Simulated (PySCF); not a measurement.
# C₅H₇O₂PS: magnetic properties

Aim: compute the magnetic properties of C₅H₇O₂PS (`COc1pcsc1OC`).

Programs: PySCF 2.14.0, with routines of our own; each step states its level. All values are computed. Atoms count from 0.

### 1 The starting structure

16 atoms, charge 0, multiplicity 1; geometry from: GFN2-xTB.

### 2 Magnetic properties: GIAO KT3/pcSseg-1

The job: settings as JSON, then the geometry in Å.

```
{"job": {"kind": "mag", "xc": "KT3", "basis": "pcSseg-1", "isotopologues": 0}, "charge": 0, "multiplicity": 1}
C     -2.665034    -1.208425    -0.282702
O     -1.272767    -1.195713    -0.113022
C     -0.706225     0.045782    -0.101336
P     -1.612720     1.566618    -0.282154
C     -0.216170     2.527544    -0.149364
S      1.296587     1.755721     0.069331
C      0.654427     0.148413     0.062462
O      1.448247    -0.933481     0.205785
C      2.819824    -0.692087     0.400300
H     -3.167010    -0.665232     0.527946
H     -2.966148    -2.254163    -0.267498
H     -2.951415    -0.753498    -1.239401
H     -0.204645     3.600395    -0.196227
H      3.287921    -1.669479     0.496926
H      2.994705    -0.106530     1.309848
H      3.252826    -0.156922    -0.452305
```

Level: GIAO KT3/pcSseg-1 magnetisability, rotational g tensor and spin-rotation constants, non-relativistic, gas phase.

Run with:

```sh
> OMP_NUM_THREADS=1 python excited_run.py task.json out
```

One launch serves the whole session: the jobs run in the order shown.

Output:

```text
coarse grid: 15192 points
cycle   1  E = -1094.9043233537  dE =  1.444e+00  |g| = 8.404e-01  |ddm| = 4.062e+00
cycle   2  E = -1094.3240114569  dE =  5.803e-01  |g| = 1.840e+00  |ddm| = 2.912e+00
cycle   3  E = -1095.0214937134  dE = -6.975e-01  |g| = 2.917e-01  |ddm| = 2.406e+00
cycle   4  E = -1095.0272191090  dE = -5.725e-03  |g| = 2.471e-01  |ddm| = 5.674e-01
cycle   5  E = -1095.0439130313  dE = -1.669e-02  |g| = 7.067e-02  |ddm| = 3.205e-01
cycle   6  E = -1095.0451354572  dE = -1.222e-03  |g| = 2.847e-02  |ddm| = 1.168e-01
cycle   7  E = -1095.0453435145  dE = -2.081e-04  |g| = 7.184e-03  |ddm| = 4.007e-02
cycle   8  E = -1095.0453556911  dE = -1.218e-05  |g| = 2.119e-03  |ddm| = 1.101e-02
cycle   9  E = -1095.0453565612  dE = -8.700e-07  |g| = 1.245e-03  |ddm| = 4.330e-03
final grid: 139736 points
cycle  10  E = -1095.1655965632  dE = -2.391e-04  |g| = 2.573e-02  |ddm| = 6.717e-02
cycle  11  E = -1095.1651202934  dE =  4.763e-04  |g| = 5.227e-02  |ddm| = 7.108e-02
cycle  12  E = -1095.1656794779  dE = -5.592e-04  |g| = 9.281e-03  |ddm| = 6.292e-02
cycle  13  E = -1095.1656967275  dE = -1.725e-05  |g| = 5.677e-03  |ddm| = 1.612e-02
cycle  14  E = -1095.1657057752  dE = -9.048e-06  |g| = 8.845e-04  |ddm| = 6.093e-03
cycle  15  E = -1095.1657060193  dE = -2.441e-07  |g| = 2.968e-04  |ddm| = 1.592e-03
cycle  16  E = -1095.1657060457  dE = -2.644e-08  |g| = 7.435e-05  |ddm| = 4.419e-04
cycle  17  E = -1095.1657060467  dE = -9.752e-10  |g| = 3.982e-05  |ddm| = 1.094e-04
cycle  18  E = -1095.1657060471  dE = -3.620e-10  |g| = 7.121e-06  |ddm| = 4.561e-05
converged SCF energy = -1095.1657060471

Magnetisability tensor (1e-30 J/T^2)
    -1428.20        9.25       70.20
        9.25    -1231.54      -33.67
       70.20      -33.67    -1995.09
isotropic -1551.61   principal values   -2005.20  -1419.78  -1229.86
isotropic susceptibility -93.440 1e-6 cm^3/mol

Inertial axes            a          b          c
rot. const./GHz      1.6928     1.1100     0.6762
chi total           -85.374    -74.192   -120.755
chi diamagnetic    -809.111  -1202.818  -1862.385
chi paramagnetic    723.738   1128.625   1741.629
quadrupole/D A       11.931     -2.967     -8.964
g nuclear            0.5488     0.5698     0.5577
g electronic        -0.5756    -0.5886    -0.5533
g total             -0.0267    -0.0188     0.0045

Spin-rotation constants (kHz, H = +C I.J)
atom  isotope        aa         bb         cc
  3    31P        3.271      2.807      0.894
  9     1H       -0.142     -0.067     -0.001
 10     1H       -0.151      0.053     -0.067
 11     1H       -0.141     -0.068     -0.001
 12     1H       -0.162      0.124     -0.080
 13     1H       -0.151      0.049     -0.068
 14     1H       -0.151     -0.072      0.000
 15     1H       -0.144     -0.067     -0.005
  0    13C*       0.252      0.270      0.164
  1    17O*      -0.427     -0.134     -0.049
  2    13C*       0.732      0.446      0.170
  4    13C*       0.519      0.537      0.078
  5    33S*       0.639      0.452      0.207
  6    13C*       0.639      0.460      0.174
  7    17O*      -0.420     -0.138     -0.049
  8    13C*       0.238      0.267      0.165
* in the singly substituted isotopologue
```

Run time: 53 s. Hardware: 1 thread of Intel Xeon Platinum 8488C, shared host; peak memory 0.73 GiB.

Key values:

```
              quantity                     value
       magnetisability          -1552·10⁻³⁰ J/T²
  molar susceptibility        -93.4·10⁻⁶ cm³/mol
rotational g (a, b, c)  -0.0267, -0.0188, 0.0045
```

### 3 What came out

| quantity | value |
| --- | --- |
| magnetisability (step 2, GIAO KT3/pcSseg-1) | -1552·10⁻³⁰ J/T² |
| molar susceptibility (step 2, GIAO KT3/pcSseg-1) | -93.4·10⁻⁶ cm³/mol |
| rotational g (a, b, c) (step 2, GIAO KT3/pcSseg-1) | -0.0267, -0.0188, 0.0045 |

The values above hold for this geometry and these levels alone. Vibrational averaging and real surroundings are missing from these values.
